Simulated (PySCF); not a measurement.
# Sn (triplet): changing the method

Aim: see what other functionals and later steps give for Sn (triplet).

The runs use PySCF 2.14.0; method and basis as typed in the scripts.

## 1. The atom

Sn (triplet): 1 atom, charge 0, spin multiplicity 3.

## 2. Base script

Contents of input.py:

```python
from pyscf import gto, dft

mol = gto.M(
    atom='Sn 0 0 0',
    basis='def2-svpd',
    ecp={'Sn': 'def2-svpd'},
    charge=0,
    spin=2,
    verbose=4,
)
mf = dft.ROKS(mol, xc='m06l')
mf.kernel()
mf.mulliken_pop()
mf.dip_moment()
print('orbital energies (hartree):', mf.mo_energy[..., max(0, mol.nelec[1]-3):mol.nelec[0]+3].round(4))
```

Command:

```
$ OMP_NUM_THREADS=1 python input.py
```

Its log is not repeated here.

Base result: E(SCF) = -214.392378 Eh, 8 cycles.

The triplet is typed in the script; nothing here shows that it is the ground state.

## 3. Pw91

Edit 1 changes functional: m06l → pw91.

Edit input.py of step 2 so:

```diff
@@ -10,3 +10,3 @@
 )
-mf = dft.ROKS(mol, xc='m06l')
+mf = dft.ROKS(mol, xc='pw91')
 mf.kernel()
```

Command:

```
$ OMP_NUM_THREADS=1 python input.py
```

The program printed:

```text
PySCF version 2.14.0

[INPUT] verbose = 4
[INPUT] num. atoms = 1
[INPUT] num. electrons = 22
[INPUT] charge = 0
[INPUT] spin (= nelec alpha-beta = 2S) = 2
[INPUT] symmetry False subgroup None
[INPUT] Mole.unit = angstrom
[INPUT] Symbol           X                Y                Z      unit          X                Y                Z       unit  Magmom
[INPUT]  1 Sn     0.000000000000   0.000000000000   0.000000000000 AA    0.000000000000   0.000000000000   0.000000000000 Bohr   0.0

nuclear repulsion = 0
number of shells = 12
number of NR pGTOs = 67
number of NR cGTOs = 32
basis = def2-svpd
ecp = {'Sn': 'def2-svpd'}

******** <class 'pyscf.dft.roks.ROKS'> ********
method = ROKS
initial guess = minao
damping factor = 0
level_shift factor = 0
DIIS = <class 'pyscf.scf.diis.CDIIS'>
diis_start_cycle = 1
diis_space = 8
diis_damp = 0
SCF conv_tol = 1e-09
SCF conv_tol_grad = None
SCF max_cycles = 50
direct_scf = True
direct_scf_tol = 1e-13
num. doubly occ = 10  num. singly occ = 2
XC library pyscf.dft.libxc version 7.0.0
    S. Lehtola, C. Steigemann, M. J.T. Oliveira, and M. A.L. Marques.,  SoftwareX 7, 1–5 (2018)
XC functionals = pw91
    J. P. Perdew. In P. Ziesche and H. Eschrig, editors, Proceedings of the 75. WE-Heraeus-Seminar and 21st Annual International Symposium on Electronic Structure of Solids, 11. Berlin, 1991. Akademie Verlag.
    J. P. Perdew, J. A. Chevary, S. H. Vosko, K. A. Jackson, M. R. Pederson, D. J. Singh, and C. Fiolhais.,  Phys. Rev. B 46, 6671 (1992)
    J. P. Perdew, J. A. Chevary, S. H. Vosko, K. A. Jackson, M. R. Pederson, D. J. Singh, and C. Fiolhais.,  Phys. Rev. B 48, 4978 (1993)
    J. P. Perdew. In P. Ziesche and H. Eschrig, editors, Proceedings of the 75. WE-Heraeus-Seminar and 21st Annual International Symposium on Electronic Structure of Solids, 11. Berlin, 1991. Akademie Verlag.
    J. P. Perdew, J. A. Chevary, S. H. Vosko, K. A. Jackson, M. R. Pederson, D. J. Singh, and C. Fiolhais.,  Phys. Rev. B 46, 6671 (1992)
    J. P. Perdew, J. A. Chevary, S. H. Vosko, K. A. Jackson, M. R. Pederson, D. J. Singh, and C. Fiolhais.,  Phys. Rev. B 48, 4978 (1993)
radial grids:
    Treutler-Ahlrichs [JCP 102, 346 (1995); DOI:10.1063/1.469408] (M4) radial grids

becke partition: Becke, JCP 88, 2547 (1988); DOI:10.1063/1.454033
pruning grids: <function nwchem_prune>
grids dens level: 3
symmetrized grids: False
atomic radii adjust function: <function treutler_atomic_radii_adjust>
small_rho_cutoff = 0
Set gradient conv threshold to 3.16228e-05
tot grids = 21960
init E= -191.987441193786

WARN: HOMO -0.782740650328527 >= LUMO -0.782740650328529

cycle= 1 E= -213.621687757377  delta_E= -21.6  |g|= 2.08  |ddm|=  5.6

WARN: HOMO 0.00516700037294855 >= LUMO 0.0051681639636101

cycle= 2 E= -213.773409708378  delta_E= -0.152  |g|= 1.86  |ddm|= 5.04

WARN: HOMO -0.125826969081338 >= LUMO -0.133746970755305

cycle= 3 E= -214.325797972388  delta_E= -0.552  |g|= 0.122  |ddm|= 1.93

WARN: HOMO -0.118349025360252 >= LUMO -0.118201318505191

cycle= 4 E= -214.328516484555  delta_E= -0.00272  |g|= 0.0463  |ddm|= 1.03

WARN: HOMO -0.120054115649399 >= LUMO -0.127662182544765

cycle= 5 E= -214.329370119299  delta_E= -0.000854  |g|= 0.0205  |ddm|=    1

WARN: HOMO -0.122259584216245 >= LUMO -0.126183777699075

cycle= 6 E= -214.329058717682  delta_E= 0.000311  |g|= 0.032  |ddm|=    1

WARN: HOMO -0.121916304375742 >= LUMO -0.129683073914143

cycle= 7 E= -214.329392985322  delta_E= -0.000334  |g|= 0.0192  |ddm|=    1

WARN: HOMO -0.121911410351244 >= LUMO -0.127573078877245

cycle= 8 E= -214.32922718185  delta_E= 0.000166  |g|= 0.0263  |ddm|=    1

WARN: HOMO -0.122175190899834 >= LUMO -0.122670664665929

cycle= 9 E= -214.328581801782  delta_E= 0.000645  |g|= 0.0442  |ddm|= 1.01

WARN: HOMO -0.12222301528969 >= LUMO -0.129843279755819

cycle= 10 E= -214.329369939654  delta_E= -0.000788  |g|= 0.0203  |ddm|= 1.01

WARN: HOMO -0.122193542145972 >= LUMO -0.130055431799744

cycle= 11 E= -214.329386988192  delta_E= -1.7e-05  |g|= 0.0195  |ddm|=    1

WARN: HOMO -0.122189122626674 >= LUMO -0.128457830746565

cycle= 12 E= -214.329264650556  delta_E= 0.000122  |g|= 0.0249  |ddm|=    1

WARN: HOMO -0.122192491100848 >= LUMO -0.127012628886763

cycle= 13 E= -214.329129645666  delta_E= 0.000135  |g|= 0.0297  |ddm|=    1

WARN: HOMO -0.122164874762118 >= LUMO -0.127984964308455

cycle= 14 E= -214.32922530657  delta_E= -9.57e-05  |g|= 0.0264  |ddm|=    1

WARN: HOMO -0.119861300382198 >= LUMO -0.138238052365554

cycle= 15 E= -214.329549617518  delta_E= -0.000324  |g|= 0.00792  |ddm|=    1

WARN: HOMO -0.120364897255036 >= LUMO -0.137705650232448

cycle= 16 E= -214.32956224328  delta_E= -1.26e-05  |g|= 0.00617  |ddm|= 0.00473

WARN: HOMO -0.122031755850762 >= LUMO -0.136042071915429

cycle= 17 E= -214.329581592411  delta_E= -1.93e-05  |g|= 0.000579  |ddm|= 0.00963

WARN: HOMO -0.122204489391352 >= LUMO -0.135832310718281

cycle= 18 E= -214.329581756299  delta_E= -1.64e-07  |g|= 0.000126  |ddm|= 0.0012

WARN: HOMO -0.122204465373342 >= LUMO -0.13586874565204

cycle= 19 E= -214.329581764418  delta_E= -8.12e-09  |g|= 3.71e-06  |ddm|= 0.000209

WARN: HOMO -0.12220446726274 >= LUMO -0.135869680128711

cycle= 20 E= -214.329581764425  delta_E= -6.82e-12  |g|= 5.79e-07  |ddm|= 5.43e-06

WARN: HOMO -0.12220443929859 >= LUMO -0.135869842798109

Extra cycle  E= -214.329581764425  delta_E= -1.42e-13  |g|= 6.11e-08  |ddm|= 1.13e-06
converged SCF energy = -214.329581764425
 ** Mulliken pop  **
pop of  0 Sn 4s           1.60002
pop of  0 Sn 5s           0.43754
pop of  0 Sn 6s           1.46315
pop of  0 Sn 7s           0.44507
pop of  0 Sn 8s           0.05382
pop of  0 Sn 4px          1.08072
pop of  0 Sn 4py          1.08385
pop of  0 Sn 4pz          1.09656
pop of  0 Sn 5px          0.92271
pop of  0 Sn 5py          0.91845
pop of  0 Sn 5pz          0.90116
pop of  0 Sn 6px          0.47530
pop of  0 Sn 6py          0.39749
pop of  0 Sn 6pz          0.08162
pop of  0 Sn 7px          0.52089
pop of  0 Sn 7py          0.43500
pop of  0 Sn 7pz          0.08627
pop of  0 Sn 4dxy         1.93909
pop of  0 Sn 4dyz         1.93830
pop of  0 Sn 4dz^2        1.93818
pop of  0 Sn 4dxz         1.93830
pop of  0 Sn 4dx2-y2      1.93909
pop of  0 Sn 5dxy         0.06186
pop of  0 Sn 5dyz         0.06288
pop of  0 Sn 5dz^2        0.06308
pop of  0 Sn 5dxz         0.06271
pop of  0 Sn 5dx2-y2      0.06186
pop of  0 Sn 6dxy        -0.00094
pop of  0 Sn 6dyz        -0.00101
pop of  0 Sn 6dz^2       -0.00103
pop of  0 Sn 6dxz        -0.00100
pop of  0 Sn 6dx2-y2     -0.00094
 ** Mulliken atomic charges  **
charge of    0Sn =      0.00000
Dipole moment(X, Y, Z, Debye): -0.00000, -0.00000,  0.00000
orbital energies (hartree): [-0.9289 -0.9289 -0.3824 -0.1359 -0.1222 -0.1222  0.0085  0.0686]
```

Wall time 1.6 s (1 thread of Arm Neoverse V2, shared host).

Result: E(SCF) = -214.329582 Eh.

## 4. SCF alone

Edit 2 changes step after the SCF: analyze → none.

Edit input.py of step 2 so:

```diff
@@ -12,3 +12,2 @@
 mf.kernel()
-mf.mulliken_pop()
 mf.dip_moment()
```

Command:

```
$ OMP_NUM_THREADS=1 python input.py
```

The program printed, cut to the lines that bear on the results:

```text
[lines on the frontier levels of each cycle are left out]
PySCF version 2.14.0

[INPUT] verbose = 4
[INPUT] num. atoms = 1
[INPUT] num. electrons = 22
[INPUT] charge = 0
[INPUT] spin (= nelec alpha-beta = 2S) = 2
[INPUT] symmetry False subgroup None
[INPUT] Mole.unit = angstrom
[INPUT] Symbol           X                Y                Z      unit          X                Y                Z       unit  Magmom
[INPUT]  1 Sn     0.000000000000   0.000000000000   0.000000000000 AA    0.000000000000   0.000000000000   0.000000000000 Bohr   0.0

nuclear repulsion = 0
number of shells = 12
number of NR pGTOs = 67
number of NR cGTOs = 32
basis = def2-svpd
ecp = {'Sn': 'def2-svpd'}

******** <class 'pyscf.dft.roks.ROKS'> ********
method = ROKS
initial guess = minao
damping factor = 0
level_shift factor = 0
DIIS = <class 'pyscf.scf.diis.CDIIS'>
diis_start_cycle = 1
diis_space = 8
diis_damp = 0
SCF conv_tol = 1e-09
SCF conv_tol_grad = None
SCF max_cycles = 50
direct_scf = True
direct_scf_tol = 1e-13
num. doubly occ = 10  num. singly occ = 2
XC library pyscf.dft.libxc version 7.0.0
    S. Lehtola, C. Steigemann, M. J.T. Oliveira, and M. A.L. Marques.,  SoftwareX 7, 1–5 (2018)
XC functionals = m06l
    Y. Zhao and D. G. Truhlar.,  J. Chem. Phys. 125, 194101 (2006)
    Y. Zhao and D. G. Truhlar.,  J. Chem. Phys. 125, 194101 (2006)
    Y. Zhao and D. G. Truhlar.,  Theor. Chem. Acc. 120, 215 (2008)
radial grids:
    Treutler-Ahlrichs [JCP 102, 346 (1995); DOI:10.1063/1.469408] (M4) radial grids

becke partition: Becke, JCP 88, 2547 (1988); DOI:10.1063/1.454033
pruning grids: <function nwchem_prune>
grids dens level: 3
symmetrized grids: False
atomic radii adjust function: <function treutler_atomic_radii_adjust>
small_rho_cutoff = 0
Set gradient conv threshold to 3.16228e-05
tot grids = 21960
init E= -191.996981194682

cycle= 1 E= -213.798490602871  delta_E= -21.8  |g|= 1.63  |ddm|= 5.25

cycle= 2 E= -214.036164443592  delta_E= -0.238  |g|=  1.5  |ddm|= 4.44

cycle= 3 E= -214.391440729485  delta_E= -0.355  |g|= 0.0339  |ddm|= 1.18

cycle= 4 E= -214.392325677245  delta_E= -0.000885  |g|= 0.0122  |ddm|= 0.25

cycle= 5 E= -214.39237711292  delta_E= -5.14e-05  |g|= 0.00145  |ddm|= 0.0312

cycle= 6 E= -214.39237750126  delta_E= -3.88e-07  |g|= 4.2e-05  |ddm|= 0.00122

cycle= 7 E= -214.392377502645  delta_E= -1.38e-09  |g|= 8.25e-06  |ddm|= 0.000221

cycle= 8 E= -214.392377502648  delta_E= -2.98e-12  |g|= 4.95e-06  |ddm|= 0.000119

Extra cycle  E= -214.392377502618  delta_E= 2.92e-11  |g|= 4.91e-06  |ddm|= 0.000101
converged SCF energy = -214.392377502618
Dipole moment(X, Y, Z, Debye):  0.00000, -0.00000,  0.00000
orbital energies (hartree): [-0.9634 -0.9634 -0.3829 -0.1261 -0.1233 -0.1233  0.0618  0.1039]
```

Run time: 1.4 s. Hardware: 1 thread of Arm Neoverse V2, shared host.

This run: E(SCF) = -214.392378 Eh (no change), 8 cycles.

## 5. B3lyp5

Edit 3 changes functional: m06l → b3lyp5.

Edit input.py of step 2 so:

```diff
@@ -10,3 +10,3 @@
 )
-mf = dft.ROKS(mol, xc='m06l')
+mf = dft.ROKS(mol, xc='b3lyp5')
 mf.kernel()
```

Command:

```
$ OMP_NUM_THREADS=1 python input.py
```

The program printed:

```text
PySCF version 2.14.0

[INPUT] verbose = 4
[INPUT] num. atoms = 1
[INPUT] num. electrons = 22
[INPUT] charge = 0
[INPUT] spin (= nelec alpha-beta = 2S) = 2
[INPUT] symmetry False subgroup None
[INPUT] Mole.unit = angstrom
[INPUT] Symbol           X                Y                Z      unit          X                Y                Z       unit  Magmom
[INPUT]  1 Sn     0.000000000000   0.000000000000   0.000000000000 AA    0.000000000000   0.000000000000   0.000000000000 Bohr   0.0

nuclear repulsion = 0
number of shells = 12
number of NR pGTOs = 67
number of NR cGTOs = 32
basis = def2-svpd
ecp = {'Sn': 'def2-svpd'}

******** <class 'pyscf.dft.roks.ROKS'> ********
method = ROKS
initial guess = minao
damping factor = 0
level_shift factor = 0
DIIS = <class 'pyscf.scf.diis.CDIIS'>
diis_start_cycle = 1
diis_space = 8
diis_damp = 0
SCF conv_tol = 1e-09
SCF conv_tol_grad = None
SCF max_cycles = 50
direct_scf = True
direct_scf_tol = 1e-13
num. doubly occ = 10  num. singly occ = 2
XC library pyscf.dft.libxc version 7.0.0
    S. Lehtola, C. Steigemann, M. J.T. Oliveira, and M. A.L. Marques.,  SoftwareX 7, 1–5 (2018)
XC functionals = b3lyp5
    P. A. M. Dirac.,  Math. Proc. Cambridge Philos. Soc. 26, 376 (1930)
    F. Bloch.,  Z. Phys. 57, 545 (1929)
    A. D. Becke.,  Phys. Rev. A 38, 3098 (1988)
    C. Lee, W. Yang, and R. G. Parr.,  Phys. Rev. B 37, 785 (1988)
    B. Miehlich, A. Savin, H. Stoll, and H. Preuss.,  Chem. Phys. Lett. 157, 200 (1989)
    S. H. Vosko, L. Wilk, and M. Nusair.,  Can. J. Phys. 58, 1200 (1980)
radial grids:
    Treutler-Ahlrichs [JCP 102, 346 (1995); DOI:10.1063/1.469408] (M4) radial grids

becke partition: Becke, JCP 88, 2547 (1988); DOI:10.1063/1.454033
pruning grids: <function nwchem_prune>
grids dens level: 3
symmetrized grids: False
atomic radii adjust function: <function treutler_atomic_radii_adjust>
small_rho_cutoff = 0
Set gradient conv threshold to 3.16228e-05
tot grids = 21960
init E= -191.710747239082

WARN: HOMO -0.759800584645463 >= LUMO -0.759800584645462

cycle= 1 E= -213.614373698372  delta_E= -21.9  |g|= 1.85  |ddm|= 5.33

WARN: HOMO 0.00471477050957435 >= LUMO 0.0013372614089691

cycle= 2 E= -213.915916713735  delta_E= -0.302  |g|= 1.39  |ddm|= 4.53
  HOMO = -0.121474056886001  LUMO = -0.114337819914806  gap/eV = 0.19419
cycle= 3 E= -214.238850725459  delta_E= -0.323  |g|= 0.0644  |ddm|= 1.35
  HOMO = -0.120411861077432  LUMO = -0.10985882930146  gap/eV = 0.28716
cycle= 4 E= -214.239787722711  delta_E= -0.000937  |g|= 0.00314  |ddm|= 0.126
  HOMO = -0.121805947804153  LUMO = -0.111156735988791  gap/eV = 0.28978
cycle= 5 E= -214.239791408493  delta_E= -3.69e-06  |g|= 0.000413  |ddm|= 0.00647
  HOMO = -0.121631779669946  LUMO = -0.111014812822122  gap/eV = 0.28890
cycle= 6 E= -214.239791461428  delta_E= -5.29e-08  |g|= 3.1e-06  |ddm|= 0.000984
  HOMO = -0.121632022969056  LUMO = -0.111015101908968  gap/eV = 0.28890
cycle= 7 E= -214.239791461437  delta_E= -9.12e-12  |g|= 1.17e-07  |ddm|= 1.24e-05
  HOMO = -0.12163197976645  LUMO = -0.111015071074913  gap/eV = 0.28890
Extra cycle  E= -214.239791461437  delta_E= 1.42e-13  |g|= 6.9e-08  |ddm|= 1.34e-06
converged SCF energy = -214.239791461437
 ** Mulliken pop  **
pop of  0 Sn 4s           1.59976
pop of  0 Sn 5s           0.43655
pop of  0 Sn 6s           1.42550
pop of  0 Sn 7s           0.49198
pop of  0 Sn 8s           0.04600
pop of  0 Sn 4px          1.08090
pop of  0 Sn 4py          1.08059
pop of  0 Sn 4pz          1.09875
pop of  0 Sn 5px          0.92196
pop of  0 Sn 5py          0.92238
pop of  0 Sn 5pz          0.89750
pop of  0 Sn 6px          0.46176
pop of  0 Sn 6py          0.46936
pop of  0 Sn 6pz          0.02040
pop of  0 Sn 7px          0.50986
pop of  0 Sn 7py          0.51833
pop of  0 Sn 7pz          0.01819
pop of  0 Sn 4dxy         1.94209
pop of  0 Sn 4dyz         1.94143
pop of  0 Sn 4dz^2        1.94139
pop of  0 Sn 4dxz         1.94142
pop of  0 Sn 4dx2-y2      1.94209
pop of  0 Sn 5dxy         0.05873
pop of  0 Sn 5dyz         0.05950
pop of  0 Sn 5dz^2        0.05976
pop of  0 Sn 5dxz         0.05951
pop of  0 Sn 5dx2-y2      0.05873
pop of  0 Sn 6dxy        -0.00082
pop of  0 Sn 6dyz        -0.00092
pop of  0 Sn 6dz^2       -0.00097
pop of  0 Sn 6dxz        -0.00092
pop of  0 Sn 6dx2-y2     -0.00082
 ** Mulliken atomic charges  **
charge of    0Sn =      0.00000
Dipole moment(X, Y, Z, Debye):  0.00000, -0.00000, -0.00000
orbital energies (hartree): [-1.0046 -1.0046 -0.4125 -0.1216 -0.1216 -0.111   0.0177  0.0829]
```

Wall time 1 s (1 thread of Arm Neoverse V2, shared host).

Result: E(SCF) = -214.239791 Eh, 7 cycles.

## 6. Comparison

```
      run  E(SCF) (hartree)  from base (eV)  cycles
     base       -214.392378               0       8
     pw91       -214.329582  not comparable      20
SCF alone       -214.392378          0.0000       8
   b3lyp5       -214.239791  not comparable       7
```

Wall time on 1 thread of Arm Neoverse V2, shared host, start-up included: base 1.4 s; pw91 1.6 s; SCF alone 1.4 s; b3lyp5 1 s.

What this shows: A lower total energy from another functional means nothing by itself.
